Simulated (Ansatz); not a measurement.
Geometry optimisation, DFT PBE-D3(BJ), scalar-relativistic, plane waves, PAW (Ansatz 0.2.0).

Input:

```yaml
accuracy: low
crystal:
  lattice:
    - [5.833189, 0.0, 0.0]
    - [0.0, 5.678872, 0.0]
    - [0.0, 0.0, 17.209741]
  atoms:
    - { symbol: W, position: [0.0, 0.0, 0.0581066] }
    - { symbol: C, position: [0.5, 0.25, 0.1559522] }
    - { symbol: W, position: [0.25, 0.0, 0.2048749] }
    - { symbol: C, position: [0.25, 0.25, 0.3027205] }
    - { symbol: W, position: [0.0, 0.5, 0.0581066] }
    - { symbol: C, position: [0.5, 0.75, 0.1559522] }
    - { symbol: W, position: [0.25, 0.5, 0.2048749] }
    - { symbol: C, position: [0.25, 0.75, 0.3027205] }
    - { symbol: W, position: [0.5, 0.0, 0.0581066] }
    - { symbol: C, position: [1.0, 0.25, 0.1559522] }
    - { symbol: W, position: [0.75, 0.0, 0.2048749] }
    - { symbol: C, position: [0.75, 0.25, 0.3027205] }
    - { symbol: W, position: [0.5, 0.5, 0.0581066] }
    - { symbol: C, position: [1.0, 0.75, 0.1559522] }
    - { symbol: W, position: [0.75, 0.5, 0.2048749] }
    - { symbol: C, position: [0.75, 0.75, 0.3027205] }
    - { symbol: C, position: [0.7629734, -0.0028169, 0.3457194] }
basis:
  ecutwfc: 420.0
kpoints:
  mp_grid: { grid: [3, 3, 1] }
hamiltonian:
  xc: pbe
  dispersion: d3bj
  pseudopotentials: { kind: paw, azcp: { folder: soft_1 } }
scf:
  occupations: { method: fermi_dirac, width: 0.15 }
  lower_state_search: "off"
relax:
  f_tol: 0.08
  max_steps: 25
  adjacent_minimum: "off"
  constraints: [{ sites: [0, 4, 8, 12] }]
output:
  write_density: true
  write_potential: true
  elf: true
  volumetric_format: npy
```

Launched with:

```bash
$ ansatz run input.yaml --threads 2 --pin off --max-ram 5120MiB --backend cpu --events-out ev --progress --plain --runs-dir out
```

Q: Where does it end, and by what steps?

A: The run converged. The force dipped under the threshold on the way, but the program's further checks kept it going. Limits of this set-up: coarse k mesh, thin slab, slab without dipole correction, low accuracy level. After 20 steps the energy has fallen by 6.693 eV; C8 moved furthest, 1.46 Å. Joined: C8–W11 (3.65 → 2.47 Å), C8–W15 (3.65 → 2.37 Å), C8–C16 (2.92 → 1.45 Å).

```csv
step,energy less start (eV),largest force component (eV/Å),accepted
0,0.0000,6.650,yes
1,-3.1407,4.719,yes
2,-4.1073,4.289,yes
3,-4.2882,1.811,yes
4,-4.5324,0.245,yes
5,-4.5391,0.040,yes
6,-4.5395,0.028,yes
7,-4.5405,0.053,yes
8,-4.5437,0.097,yes
9,-4.5937,0.342,yes
10,-4.7420,0.664,yes
11,-4.9935,1.098,yes
12,-5.3784,1.467,yes
13,-5.7736,2.184,yes
14,-6.3606,2.117,yes
15,-6.3323,4.952,no
16,-6.6327,1.103,yes
17,-6.6846,0.313,yes
18,-6.6882,0.206,yes
19,-6.6799,0.314,no
20,-6.6930,0.059,yes
```

```xyz
17
Lattice="5.8332 0.0000 0.0000 0.0000 5.6789 0.0000 0.0000 0.0000 17.2097" Properties=species:S:1:pos:R:3
W 0.000 0.000 1.000
C 2.877 1.440 2.562
W 1.466 0.032 3.489
C 1.286 1.418 4.867
W 0.000 2.839 1.000
C 2.999 4.234 2.470
W 1.480 2.826 3.507
C 2.726 4.241 4.490
W 2.917 0.000 1.000
C 5.752 1.430 2.539
W 4.356 0.006 3.334
C 4.355 1.318 5.103
W 2.917 2.839 1.000
C 5.871 4.246 2.677
W 4.416 2.847 3.585
C 4.029 4.444 5.099
C 4.333 0.088 5.488
```

Whether the end is a true minimum wasn't checked by a vibrational analysis.

Run time: 4.7 min on 2 threads of Arm Neoverse V1 (shared host), peak memory 0.99 GiB.
